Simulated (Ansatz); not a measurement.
Run this with the Ansatz DFT code, driven from Python and show what comes out.

`bde_c3h4o2.py`:
```python
"""Cost of removing each kind of hydrogen from C3H4O2, fragments frozen."""

import ansatz


def energy(molecule, charge=0, unpaired=0):
    calc = (
        molecule.calculation()
        .basis(gaussian="6-31G*")
        .functional("b3lyp")
    )
    if charge:
        calc = calc.charge(charge)
    if unpaired:
        calc = calc.spin("collinear", total=unpaired)
    report = calc.run(threads=1, pin="off").report
    if report["published_state_doubts"]:
        print("  doubts:", report["published_state_doubts"])
    return report["free_energy_ev"]

def without(molecule, index):
    rest = ansatz.Crystal.molecule()
    for i, site in enumerate(molecule.cartesian_sites):
        if i != index:
            rest = rest.atom(site.symbol, site.position_ang)
    return rest


def main() -> None:
    mol = (
        ansatz.Crystal.molecule()
        .atom("C", [-1.3532, 0.3979, -0.1627])
        .atom("O", [0.0391, 0.6998, -0.1567])
        .atom("C", [0.806, -0.3929, 0.1323])
        .atom("C", [2.0936, -0.2473, 0.1682])
        .atom("O", [3.264, -0.1391, 0.2063])
        .atom("H", [-1.8993, 1.3155, -0.4002])
        .atom("H", [-1.6793, 0.0482, 0.8228])
        .atom("H", [-1.5855, -0.3493, -0.9293])
        .atom("H", [0.3146, -1.3328, 0.3193])
    )

    whole = energy(mol, 0)
    hydrogen = energy(ansatz.Crystal.molecule().atom("H", (0, 0, 0)), 0, 1)
    print(f"E(molecule) = {whole:.5f} eV, E(H) = {hydrogen:.5f} eV")
    for index in [7, 8]:
        radical = energy(without(mol, index), 0, 1)
        print(f"H{index}: homolysis {(radical + hydrogen - whole):.3f} eV")
        anion = energy(without(mol, index), -1)
        print(f"H{index}: loss of a proton {(anion - whole):.3f} eV")


if __name__ == "__main__":
    main()
```

```console
$ python bde_c3h4o2.py
E(molecule) = -7267.87722 eV, E(H) = -13.61312 eV
H7: homolysis 4.631 eV
H7: loss of a proton 18.762 eV
H8: homolysis 4.077 eV
H8: loss of a proton 17.019 eV
```

Total energies depend on the basis set; only differences at equal settings carry meaning. The geometry is a force-field or estimated start, not a minimum of this method, and the basis set is short of its limit. All parts are taken at fixed geometry, without zero-point energy. b3lyp holds the VWN-RPA fit, as in Gaussian; the form of ORCA and Turbomole is b3lyp5. Anions want diffuse functions, which this basis lacks. Finished in 16 s on 1 thread of Intel(R) Xeon(R) Platinum 8375C CPU @ 2.90GHz (Ice Lake), with other jobs on the host, peak memory 0.25 GiB.
